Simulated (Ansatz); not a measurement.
Geometry optimisation, Ansatz, DFT PBE, scalar-relativistic, plane waves, PAW.

Input:

```yaml
crystal:
  lattice:
    - [6.3, 0.0, 0.0]
    - [0.0, 6.3, 0.0]
    - [0.0, 0.0, 6.3]
  atoms:
    - { symbol: Mo, position: [0.0, 0.0, 0.0] }
    - { symbol: Mo, position: [0.5, 0.0, 0.0] }
    - { symbol: Mo, position: [0.0, 0.5, 0.0] }
    - { symbol: Mo, position: [0.0, 0.0, 0.5] }
    - { symbol: Mo, position: [0.25, 0.25, 0.25] }
    - { symbol: Mo, position: [0.5, 0.5, 0.0] }
    - { symbol: Mo, position: [0.5, 0.0, 0.5] }
    - { symbol: Mo, position: [0.75, 0.25, 0.25] }
    - { symbol: Mo, position: [0.0, 0.5, 0.5] }
    - { symbol: Mo, position: [0.25, 0.75, 0.25] }
    - { symbol: Mo, position: [0.25, 0.25, 0.75] }
    - { symbol: Mo, position: [0.5, 0.5, 0.5] }
    - { symbol: Mo, position: [0.75, 0.75, 0.25] }
    - { symbol: Mo, position: [0.75, 0.25, 0.75] }
    - { symbol: Mo, position: [0.25, 0.75, 0.75] }
    - { symbol: Mo, position: [0.75, 0.75, 0.75] }
    - { symbol: H, position: [0.38621438, 0.24903553, 0.00067053] }
basis:
  ecutwfc: 420.0
kpoints:
  mp_grid: { grid: [3, 3, 3] }
hamiltonian:
  xc: pbe
scf:
  occupations: { method: gaussian, width: 0.15 }
  lower_state_search: "off"
relax:
  f_tol: 0.03
  max_steps: 60
  adjacent_minimum: "off"
output:
  write_density: true
  write_potential: true
  elf: true
  volumetric_format: npy
```

Command:

```bash
$ ansatz run input.yaml --threads 4 --pin off --max-ram 10240MiB --backend cpu --events-out ev --progress --plain --runs-dir out
```

Q: Where does it end, and by what steps?

A: It converged. Limits of this set-up: coarse k mesh, odd electron count without spin, a small cell, in which the defect meets its images, a typed lattice constant that wasn't relaxed here. After 4 steps the energy has fallen by 0.274 eV; Mo2 moved furthest, 0.08 Å.

```csv
step,energy less start (eV),largest force component (eV/Å),accepted
0,0.0000,1.910,yes
1,-0.0752,1.085,yes
2,-0.2667,0.179,yes
3,-0.2732,0.038,yes
4,-0.2742,0.009,yes
```

```xyz
17
Lattice="6.3000 0.0000 0.0000 0.0000 6.3000 0.0000 0.0000 0.0000 6.3000" Properties=species:S:1:pos:R:3
Mo 0.004 -0.008 0.000
Mo 3.196 -0.060 0.000
Mo 0.004 3.157 0.000
Mo -0.010 -0.012 3.150
Mo 1.537 1.575 1.635
Mo 3.196 3.210 0.000
Mo 3.158 -0.007 3.150
Mo 4.729 1.575 1.583
Mo -0.010 3.161 3.150
Mo 1.575 4.725 1.582
Mo 1.537 1.575 4.665
Mo 3.158 3.156 3.150
Mo 4.743 4.725 1.587
Mo 4.729 1.575 4.718
Mo 1.575 4.725 4.719
Mo 4.743 4.725 4.713
H 2.367 1.575 0.000
```

Whether the end is a true minimum wasn't checked by a vibrational analysis.

The run took 57 s on 4 threads of AMD EPYC 7B13 (Zen 3), with other jobs on the host, peak memory 1.3 GiB.
